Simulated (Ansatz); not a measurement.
# FeSi: the cost of one run

Method: DFT PBEsol, scalar-relativistic, plane waves, PAW, in Ansatz 0.2.0.

## 1. Starting point

It takes space group P2_13 (No. 198, cubic). The conventional cell has a = 4.551 Å, b = 4.551 Å, c = 4.551 Å, α = 90.00°, β = 90.00°, γ = 90.00°. Fe (site symmetry 3) is surrounded by 7 Si at 2.32 to 2.55 Å. Around Si (site symmetry 3) lie 7 Fe at 2.32 to 2.55 Å.

Structure file:

```
Fe Si
1.0
     4.55070    0.00000    0.00000
     0.00000    4.55070    0.00000
     0.00000    0.00000    4.55070
Fe Si
4 4
Direct
  0.13652 0.13652 0.13652
  0.36348 0.86348 0.63652
  0.63652 0.36348 0.86348
  0.86348 0.63652 0.36348
  0.84240 0.84240 0.84240
  0.65760 0.15760 0.34240
  0.34240 0.65760 0.15760
  0.15760 0.34240 0.65760
```

## 2. Relaxing cell and atoms: FeSi, no spin

input.yaml

```yaml
crystal:
  lattice:
    - [4.5507, 0.0, 0.0]
    - [0.0, 4.5507, 0.0]
    - [0.0, 0.0, 4.5507]
  atoms:
    - { symbol: Fe, position: [0.13652, 0.13652, 0.13652] }
    - { symbol: Fe, position: [0.36348, 0.86348, 0.63652] }
    - { symbol: Fe, position: [0.63652, 0.36348, 0.86348] }
    - { symbol: Fe, position: [0.86348, 0.63652, 0.36348] }
    - { symbol: Si, position: [0.8424, 0.8424, 0.8424] }
    - { symbol: Si, position: [0.6576, 0.1576, 0.3424] }
    - { symbol: Si, position: [0.3424, 0.6576, 0.1576] }
    - { symbol: Si, position: [0.1576, 0.3424, 0.6576] }
scf:
  occupations: { method: gaussian, width: 0.02 }
output:
  forces: true
  stress: true
  eigenvalues: true
hamiltonian:
  xc: pbesol
kpoints:
  mp_grid: { grid: [10, 10, 10] }
relax:
  f_tol: 0.002
  max_steps: 60
  cell: { stress_tol: 0.03 }
```

Launch:

```
$ ansatz run input.yaml --threads 8 --pin off --max-ram 16384MiB --backend cpu --events-out ev --progress --plain --runs-dir out
```

**Question.** How long does this run take on 8 threads of Arm Neoverse N1, shared host, and how much memory does it need?

About 58 s, with a peak of 0.68 GiB.
